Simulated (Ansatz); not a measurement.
# BN (F-43m): cell relaxations under several functionals from a Python script

Program: Ansatz 0.2.0, driven from Python. The levels of theory stand in the script. These are calculated values, not measurements.

## 1. The structure

It takes space group F-43m (No. 216, cubic). The conventional cell has a = 3.615 Å, b = 3.615 Å, c = 3.615 Å, α = 90.00°, β = 90.00°, γ = 90.00°. B (site symmetry -43m) is surrounded by 4 N at 1.57 Å. N (site symmetry -43m) has 4 B at 1.57 Å as nearest neighbours.

The script holds or builds the structure itself.

## 2. Script

File lattice_bn.py:

```python
"""How the lattice of BN depends on the functional."""

import warnings

import ansatz
import numpy as np

def edges_and_angles(cell):
    cell = np.asarray(cell)
    a, b, c = np.linalg.norm(cell, axis=1)
    cosines = cell[1] @ cell[2] / (b * c), cell[0] @ cell[2] / (a * c), cell[0] @ cell[1] / (a * b)
    return (a, b, c, *np.degrees(np.arccos(cosines)))


def main() -> None:
    warnings.simplefilter("ignore", ansatz.DeckWarning)

    system = (
        ansatz.Lattice.from_parameters(2.556191, 2.556191, 2.556191, alpha=60.0, beta=60.0, gamma=60.0)
        .atom("B", (0.0, 0.0, 0.0))
        .atom("N", (0.25, 0.25, 0.25))
    )

    setup = (
        system.calculation()
        .kpoints(mesh=(9, 9, 9))
        .occupations(ansatz.OccupationsMethod.METHFESSEL_PAXTON, width=0.02)
        .relax(cell=True, force_tolerance=0.05)
    )

    levels = [("pbe", "d4"), ("pbe", "d3bj"), ("r2scan", "rvv10")]
    print("level            a       b       c    alpha   beta  gamma  V/atom  steps")
    for name, dispersion in levels:
        seen = []
        run = setup.functional(name, dispersion=dispersion).session().plan()
        out = run.execute(on_event=lambda e: seen.append(e) if e["event"] == "relax_step" else None)
        cell = out.lattice.cell_ang
        label = name if dispersion == "none" else f"{name}+{dispersion}"
        print("{:13s} {:7.4f} {:7.4f} {:7.4f} {:6.2f} {:6.2f} {:6.2f}".format(label, *edges_and_angles(cell)), f"{abs(np.linalg.det(cell)) / len(out.lattice.sites):7.3f} {len(seen):5d}")


if __name__ == "__main__":
    main()
```

## 3. The calls as engine input

The engine receives this input (first run):

```yaml
crystal:
  lattice:
    a: 2.556191
    b: 2.556191
    c: 2.556191
    alpha: 60.0
    beta: 60.0
    gamma: 60.0
  atoms:
    - { symbol: B, position: [0.0, 0.0, 0.0] }
    - { symbol: "N", position: [0.25, 0.25, 0.25] }
kpoints:
  mp_grid:
    grid: [9, 9, 9]
hamiltonian:
  xc: pbe
  dispersion: d4
scf:
  occupations:
    method: methfessel_paxton
    width: 0.02
relax:
  f_tol: 0.05
  cell: {}
```

## 4. Running it

The run is started by

```sh
$ python lattice_bn.py
```

What time and memory should one allow on 1 thread of Arm Neoverse V2, shared host?

About 18 s, with a peak of 0.42 GiB.
